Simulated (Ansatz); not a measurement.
# ClFH₃OSi₂ radical: how energies converge with the basis set

The task here is to estimate one member of a computed series from the others.

Method: one geometry, several basis sets; program: Ansatz 0.2.0, Gaussian basis.

The runs, in order: PBE0-D4/def2-SVP; ωB97M-V/def2-SVP; PBE0-D4/def2-QZVPP; ωB97M-V/def2-QZVPP; the functionals' def2-TZVPP values are taken from earlier runs.

## The relaxed structure

The geometry comes from an earlier relaxation with PBE0-D4 in a triple-zeta def2 set; it is a stationary point, not always the lowest conformer.

SMILES `F[Si](Cl)O[SiH3]`, 8 atoms, charge 0, spin multiplicity 2.

Atoms are counted from 1 here; the program's logs count them from 0.

Bond lengths: F1–Si2 1.595 Å, Si2–Cl3 2.047 Å, Si2–O4 1.609 Å, O4–Si5 1.649 Å, Si5–H6 1.483 Å, Si5–H7 1.482 Å, Si5–H8 1.481 Å. Angles: F1–Si2–Cl3 107.7°, F1–Si2–O4 109.0°, Cl3–Si2–O4 109.5°, Si2–O4–Si5 150.3°, O4–Si5–H6 109.6°, O4–Si5–H7 109.3°, O4–Si5–H8 107.6°, H6–Si5–H7 109.9°, H6–Si5–H8 110.1°, H7–Si5–H8 110.3°.

The first run:

Input file in.yaml:

```yaml
crystal:
  periodic: [false, false, false]
  atoms:
    - {symbol: F, position_ang: [-1.121324, 1.008719, -1.921490]}
    - {symbol: Si, position_ang: [-1.302592, -0.398647, -1.193575]}
    - {symbol: Cl, position_ang: [-0.844233, -1.863547, -2.547729]}
    - {symbol: O, position_ang: [-0.285380, -0.478872, 0.050638]}
    - {symbol: Si, position_ang: [0.697592, 0.262725, 1.147587]}
    - {symbol: H, position_ang: [0.004888, 1.444701, 1.716436]}
    - {symbol: H, position_ang: [1.949421, 0.685613, 0.475405]}
    - {symbol: H, position_ang: [0.993829, -0.717792, 2.216930]}
basis:
  gaussian: {orbitals: def2-SVP}
magnetization: {spin_polarized: true, initial_magnetization: 1}
hamiltonian: {xc: pbe0, dispersion: d4}
output: {orbitals: {seedname: orbitals}}
```

The run is started by

```bash
ansatz run in.yaml --threads 4 --pin off --events-out ev --progress --plain --max-ram 10444MiB
```

Among the steps run: PBE0-D4 in def2-SVP; ωB97M-V in def2-SVP; PBE0-D4 in def2-QZVPP; ωB97M-V in def2-QZVPP.

One of the session's tables, all rows but one given; the rest of the session is left out.

It belongs to the step «Density functionals: the series». 

| functional | basis | HOMO (eV) | LUMO (eV) |
| --- | --- | --- | --- |
| PBE0-D4 | def2-SVP | -6.78 | -2.78 |
| PBE0-D4 | def2-TZVPP | -6.92 | -2.85 |
| PBE0-D4 | def2-QZVPP | ? | ? |
| ωB97M-V | def2-SVP | -8.52 | -1.14 |
| ωB97M-V | def2-TZVPP | -8.70 | -1.29 |
| ωB97M-V | def2-QZVPP | -8.75 | -1.39 |

**Question.** Estimate the row for PBE0-D4, def2-QZVPP.

The run gave: HOMO (eV): -6.96; LUMO (eV): -2.91. In the column «HOMO (eV)» it lies between ωB97M-V, def2-SVP (-8.52) and PBE0-D4, def2-TZVPP (-6.92).
